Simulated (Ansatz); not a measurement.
CsLiCr2Te2S3, 9 atoms in the cell. The structure is trigonal, space group R32 (No. 155). The conventional cell has a = 6.639 Å, b = 6.639 Å, c = 20.639 Å, α = 90.00°, β = 90.00°, γ = 120.00°. Cs (site symmetry 32) is surrounded by 6 Te at 3.84 Å and 6 S at 4.04 Å and 2 Cr at 4.16 Å. Li (site symmetry 32) is surrounded by 3 S at 2.41 Å. Cr (site symmetry 3) is surrounded by 3 S at 2.24 Å and 1 Te at 2.45 Å. Te (site symmetry 3) is surrounded by 1 Cr at 2.45 Å. S (site symmetry 2) has 2 Cr at 2.24 Å and 1 Li at 2.41 Å as nearest neighbours. The cell was built by a generator and needn't be a form met in nature.

| Item | Value |
| --- | --- |
| Program | Ansatz 0.2.0 |
| Task | band structure |
| Functional | revPBE |
| Potentials or basis | Ansatz PAW soft_1 |
| Cutoff | 420 eV (not typed: the program's choice for these potentials) |
| k mesh | 5 × 5 × 5 |
| Occupations | fermi-dirac, width 0.05 eV |
| Spin | collinear spin, ferromagnetic start |
| Starting moments | [0.0, 0.0, 3.0, 3.0, 0.0, 0.0, 0.0, 0.0, 0.0] μB |
| Path | [["G", "L", "B1"], ["B", "Z", "G", "X"], ["Q", "F", "P1", "Z"], ["L", "P"]] |
| Points for each segment of the path | 10 |

Potentials or basis: Ansatz PAW soft_1.

Launch:

```bash
$ ansatz run input.yaml --threads 8 --pin off --max-ram 20480MiB --backend cpu --events-out ev --progress --plain --runs-dir out
```

Hardware: 8 threads of Intel(R) Xeon(R) 6975P-C (Granite Rapids), on a shared host.

Task: Estimate the wall time of this run.

Result: It took 19 s on 8 threads of Intel(R) Xeon(R) 6975P-C (Granite Rapids) (shared host), peak memory 2.2 GiB. Counts: scf iterations 18, plane waves 5129, k points 19, bands 67.
